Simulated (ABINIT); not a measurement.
WAu:

```xyz
2
Lattice="0.0000 2.9092 2.9092 2.9092 0.0000 2.9092 2.9092 2.9092 0.0000" Properties=species:S:1:pos:R:3 pbc="T T T"
W     0.0000    0.0000    0.0000
Au    4.3638    4.3638    4.3638
```

The cell was built by a generator and needn't be a form met in nature.

* Program: ABINIT 10.8.3 (patched build)
* Task: single point
* Functional: PBE
* Potentials or basis: JTH PAW PBE v2.0
* Cutoff: 544 eV
* k mesh: 8 × 8 × 8
* Occupations: fermi-dirac, width 0.05 eV
* Spin: no spin polarisation

On this cell: pressure 0.2 GPa; largest force zero by symmetry; band gap on the k mesh none (metal or under the smearing width).

The same run follows on a disturbed copy (atoms moved at random, drawn with an rms of 0.05 Å):

```
W Au
1.0
     0.00000    2.90921    2.90921
     2.90921    0.00000    2.90921
     2.90921    2.90921    0.00000
W Au
1 1
Direct
  0.99667 0.98627 0.99914
  0.74852 0.75552 0.74640
```

Question: What does the disturbed cell give?

Answer: The energy (extrapolated to zero smearing) moves by +19.2 meV/atom; pressure 0.5 GPa; largest force 0.991 eV/Å; band gap on the k mesh none (metal or under the smearing width).

Forces on the atoms (eV/Å):
```
W    0.610  0.062  0.778
Au  -0.610 -0.062 -0.778
```

Stress tensor (GPa, compression positive):
```
0.53 3.18 0.23
3.18 0.67 2.49
0.23 2.49 0.45
```

Caveats: the atomic spheres overlap.
